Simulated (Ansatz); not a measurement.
**BeSiH (quartet): from Hartree-Fock to the top rungs at distance Si1–H3 = 1.331 Å, 6-31G**

Aim: climb from Hartree-Fock through coupled cluster and multireference methods for BeSiH (quartet) at one geometry and basis, and see what each rung misses.

Method: 6-31G, core rule «outside noble gas», up to 6 orbitals frozen; program: Ansatz 0.2.0, Gaussian basis.

The runs, in order: UHF; CCSD(T) on ROHF; CCSD(T) on UHF; BCCD(T) on ROHF; CISD as a restricted active space (open shells left free, so some higher excitations enter); CCSDT(Q) on ROHF; CCSDT(Q) on UHF; CISDTQ; CCSDTQ on ROHF; CCSDTQ on UHF; CASSCF and MRCISD+Q, 5 electrons in 5 orbitals; CASSCF and NEVPT2, 5 electrons in 5 orbitals; CASSCF and MRCISD+Q, 7 electrons in 9 orbitals; CASSCF and NEVPT2, 7 electrons in 9 orbitals; Full CI.

17 further runs of the same task are left out: 13 that didn't finish, 4 set aside as unsound or not needed. Runs told in other sessions of the task aren't counted.

## Step 1: The geometry

The geometry derives from a PBE0/def2-TZVP stationary point (not a proven minimum). One bond is set to the value named and the two fragments are kept rigid.

3 atoms, charge 0, spin multiplicity 4.

Atoms are counted from 1 here; the program's logs count them from 0.

Bond lengths: Si1–Be2 2.079 Å, Si1–H3 1.331 Å. Angles: Be2–Si1–H3 180.0°.

## Step 2: UHF

in.yaml

```yaml
crystal:
  periodic: [false, false, false]
  atoms:
    - {symbol: Si, position_ang: [0.000000, 0.000000, 0.249400]}
    - {symbol: Be, position_ang: [0.000000, 0.000000, -1.829800]}
    - {symbol: H, position_ang: [0.000000, 0.000000, 1.580400]}
basis:
  gaussian: {orbitals: 6-31G}
magnetization: {spin_polarized: true, initial_magnetization: 3}
hamiltonian: {xc: hf}
output: {orbitals: {seedname: orbitals}}
```

Command:

```
> ansatz run in.yaml --threads 1 --pin off --events-out ev --progress --plain --max-ram 2393MiB
```

After this run come: CCSD(T) on ROHF; CCSD(T) on UHF; BCCD(T) on ROHF; CISD as a restricted active space (open shells left free, so some higher excitations enter); CCSDT(Q) on ROHF; CCSDT(Q) on UHF; CISDTQ; CCSDTQ on ROHF; CCSDTQ on UHF; CASSCF and MRCISD+Q, 5 electrons in 5 orbitals; CASSCF and NEVPT2, 5 electrons in 5 orbitals; CASSCF and MRCISD+Q, 7 electrons in 9 orbitals; CASSCF and NEVPT2, 7 electrons in 9 orbitals; Full CI.

Before running them: what should the planned runs give, taken together? Wanted: FCI from the RHF energy; RMP2 from FCI; UMP2 from FCI; RCCSD from FCI; RCCSD(T) from FCI; UCCSD(T) from FCI; RCCSDT(Q) from FCI; UCCSDT(Q) from FCI; NEVPT2 pair from FCI.

As calculated:

| quantity | value |
| --- | --- |
| FCI from the ROHF energy | -1.7406 eV |
| RMP2 from FCI | +54.2 kJ/mol |
| UMP2 from FCI | +52.2 kJ/mol |
| RCCSD from FCI | +5.5 kJ/mol |
| RCCSD(T) from FCI | +1.7 kJ/mol |
| UCCSD(T) from FCI | +1.7 kJ/mol |
| RCCSDT(Q) from FCI | 0.0 kJ/mol |
| UCCSDT(Q) from FCI | 0.0 kJ/mol |
| NEVPT2 pair from FCI | +50.5 kJ/mol |
| MRCISD+Q pair from FCI | +1.4 kJ/mol |
| NEVPT2 valence from FCI | +15.5 kJ/mol |
| levels within 1 kcal/mol (43 meV) | RCCSD(T), UCCSD(T), BCCD(T), RCCSDT, UCCSDT, CISDTQ, RCCSDT(Q), UCCSDT(Q), RCCSDTQ, UCCSDTQ, MRCISD+Q pair, MRCISD valence, MRCISD+Q valence |
| T1 diagnostic | 0.030 |
| effectively unpaired electrons | 3.03 |

What this shows: RCCSD(T) misses by +1.7 kJ/mol, 1.0 % of the correlation energy. One determinant dominates. Of the multireference levels listed MRCISD+Q valence comes nearest in total energy (+0.4 kJ/mol), which doesn't show that its space is the better one. These misses are within one basis, not against nature; the frozen cores of restricted and unrestricted runs differ, which can shift their rows.

Levels on UHF freeze UHF's core orbitals, full CI those of ROHF, so the U rows can settle a little off it for that reason alone.

With open shells the CI space here admits some higher excitations, so it is larger than plain CISD.
